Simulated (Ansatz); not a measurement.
# GaH4OSi radical: small, medium and large basis sets

The task here is to estimate one member of a computed series from the others.

The runs use Ansatz 0.2.0, Gaussian basis; one geometry, several basis sets.

Plan: PBE0-D4/def2-SVP; ωB97M-V/def2-SVP; PBE0-D4/def2-QZVPP; ωB97M-V/def2-QZVPP; the functionals' def2-TZVPP values are taken from earlier runs.

## The relaxed structure

The geometry comes from an earlier relaxation with PBE0-D4 in a triple-zeta def2 set; it is a stationary point, not always the lowest conformer.

SMILES `[SiH3][O][GaH]`, 7 atoms, charge 0, spin multiplicity 2.

Atoms are counted from 1 here; the program's logs count them from 0.

Bond lengths: Si1–O2 1.632 Å, Si1–H4 1.488 Å, Si1–H5 1.491 Å, Si1–H6 1.488 Å, O2–Ga3 1.793 Å, Ga3–H7 1.605 Å. Angles: O2–Si1–H4 109.9°, O2–Si1–H5 111.5°, O2–Si1–H6 109.9°, H4–Si1–H5 108.4°, H4–Si1–H6 108.7°, H5–Si1–H6 108.3°, Si1–O2–Ga3 142.9°, O2–Ga3–H7 113.7°.

The first run:

in.yaml reads:

```yaml
crystal:
  periodic: [false, false, false]
  atoms:
    - {symbol: Si, position_ang: [-0.907133, 0.576662, -0.244480]}
    - {symbol: O, position_ang: [0.281715, -0.375450, 0.340405]}
    - {symbol: Ga, position_ang: [1.972279, -0.895755, 0.047791]}
    - {symbol: H, position_ang: [-2.098965, -0.248305, -0.578669]}
    - {symbol: H, position_ang: [-0.473737, 1.297357, -1.475813]}
    - {symbol: H, position_ang: [-1.295708, 1.586461, 0.776321]}
    - {symbol: H, position_ang: [2.521549, -1.940970, 1.134446]}
basis:
  gaussian: {orbitals: def2-SVP}
magnetization: {spin_polarized: true, initial_magnetization: 1}
hamiltonian: {xc: pbe0, dispersion: d4}
output: {orbitals: {seedname: orbitals}}
```

Steps of the session up to this table: PBE0-D4 in def2-SVP; ωB97M-V in def2-SVP; PBE0-D4 in def2-QZVPP; ωB97M-V in def2-QZVPP.

One of the session's tables, all rows but one given; the rest of the session is left out.

It belongs to the step «Functionals by basis». 

| functional | basis | HOMO (eV) | LUMO (eV) |
| --- | --- | --- | --- |
| PBE0-D4 | def2-SVP | -6.09 | -2.85 |
| PBE0-D4 | def2-TZVPP | -6.13 | -2.88 |
| PBE0-D4 | def2-QZVPP | -6.15 | -2.90 |
| ωB97M-V | def2-SVP | -8.08 | -1.18 |
| ωB97M-V | def2-TZVPP | -8.14 | -1.22 |
| ωB97M-V | def2-QZVPP | ? | ? |

**Question.** Estimate the row for ωB97M-V, def2-QZVPP.

The run gave: HOMO (eV): -8.17; LUMO (eV): -1.31. In the column «HOMO (eV)» it is the lowest.
